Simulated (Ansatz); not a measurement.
Run this with Ansatz 0.2.0 through its Python package and show what comes out.

Script `opt.py`:
```python
import itertools

import ansatz as az
from ase import Atoms
from ase.data import atomic_numbers, covalent_radii
import numpy as np


def main() -> None:
    atoms = Atoms(["C", "C", "Si", "C", "Cl", "H", "H", "H", "H", "H", "H", "H", "H", "H"], positions=[
        (-1.0841, 0.8495, 1.199),
        (-0.3644, 1.13, -0.1051),
        (1.0017, -0.0648, -0.4589),
        (0.5078, -1.7925, -0.644),
        (1.9802, 0.4999, -2.193),
        (-1.9174, 1.6654, 1.3005),
        (-0.4497, 0.9574, 2.0663),
        (-1.5734, -0.0735, 1.1848),
        (0.0546, 2.1656, -0.0378),
        (-1.063, 1.102, -0.92),
        (2.0352, 0.0122, 0.6611),
        (-0.2796, -1.8738, -1.4328),
        (-0.0939, -2.1336, 0.261),
        (1.233, -2.4729, -0.8522),
    ])
    mol = az.Crystal.molecule_from_ase(atoms)

    calculation = mol.calculation()
    calculation = calculation.basis(gaussian="def2-SVP").functional("b3lyp")
    symbols = [site.symbol for site in mol.cartesian_sites]
    start = np.array([site.position_ang for site in mol.cartesian_sites], dtype=float)
    def progress(event):
        if event["event"] == "relax_step":
            row = event["data"]
            print(f"step {row['step']:3d}  E = {row['lagrangian_ev']:.6f} eV  largest force component {row['allowed_force_max_ev_ang']:.4f} eV/A")


    report = calculation.relax(force_tolerance=0.01, max_steps=100).session().plan().execute(on_event=progress).report
    end = np.array(report["positions_ang"])

    print("reference energy %16.6f eV" % report["reference_energy_ev"])
    print("total energy     %16.6f eV" % report["free_energy_ev"])
    print("occupied orbitals outside the frozen core (up, down):", report["n_occupied"], " frozen:", report["n_frozen"], " virtual:", report["n_virtual"])

    radius = [covalent_radii[atomic_numbers[s]] for s in symbols]
    span = lambda where, i, j: np.linalg.norm(where[i] - where[j])
    bonded = [(i, j) for i, j in itertools.combinations(range(len(symbols)), 2) if min(span(start, i, j), span(end, i, j)) < 1.2 * (radius[i] + radius[j])]
    print("pair        before    after (A)")
    for i, j in bonded:
        print(f"{symbols[i]}{i}-{symbols[j]}{j}".ljust(10), f"{span(start, i, j):8.4f} {span(end, i, j):8.4f}")
    with open("c3h9clsi_opt.xyz", "w") as handle:
        handle.write(f"{len(symbols)}\nrelaxed C3H9ClSi\n")
        handle.writelines(f"{s:2s} {x:11.6f} {y:11.6f} {z:11.6f}\n" for s, (x, y, z) in zip(symbols, end))


if __name__ == "__main__":
    main()
```

`python opt.py` gives:
```text
step   1  E = -23652.000234 eV  largest force component 4.7850 eV/A
step   2  E = -23652.447818 eV  largest force component 1.3738 eV/A
step   3  E = -23652.500137 eV  largest force component 0.1568 eV/A
step   4  E = -23652.502981 eV  largest force component 0.0718 eV/A
step   5  E = -23652.503635 eV  largest force component 0.0204 eV/A
step   6  E = -23652.503745 eV  largest force component 0.0036 eV/A
reference energy    -23652.504007 eV
total energy        -23652.504007 eV
occupied orbitals outside the frozen core (up, down): [29, 29]  frozen: 0  virtual: [94, 94]
pair        before    after (A)
C0-C1        1.5157   1.5371
C0-H5        1.1706   1.1022
C0-H6        1.0800   1.1028
C0-H7        1.0448   1.1026
C1-Si2       1.8490   1.8864
C1-H8        1.1192   1.1042
C1-H9        1.0737   1.1048
Si2-C3       1.8064   1.8776
Si2-Cl4      2.0697   2.0995
Si2-H10      1.5259   1.4915
C3-H11       1.1175   1.1018
C3-H12       1.1390   1.1028
C3-H13       1.0160   1.1012
```

It writes `c3h9clsi_opt.xyz`:
```text
14
relaxed C3H9ClSi
C    -1.129814    0.910093    1.211217
C    -0.365944    1.156867   -0.099606
Si    1.036198   -0.060344   -0.432492
C     0.437371   -1.826937   -0.646843
Cl    2.003615    0.530738   -2.199553
H    -1.919376    1.663695    1.364470
H    -0.461871    0.955712    2.087491
H    -1.618781   -0.078064    1.222860
H     0.070283    2.171268   -0.105788
H    -1.054477    1.123205   -0.962893
H     2.050497    0.010366    0.658769
H    -0.287889   -1.898963   -1.473157
H    -0.051417   -2.185130    0.274577
H     1.278605   -2.501606   -0.870152
```

What to keep in mind:
- Total energies depend on the basis set; only differences at equal settings carry meaning.
- The end point is the stationary point reached from this start; no frequency run checks that it is a minimum, and the basis set is modest.
- b3lyp holds the VWN-RPA fit, as in Gaussian; the form of ORCA and Turbomole is b3lyp5.
- The whole script took 55 s on 1 thread of Arm Neoverse V1, on a shared host, peak memory 0.37 GiB.

(Lines on the test bed's own set-up are left out of the output.)
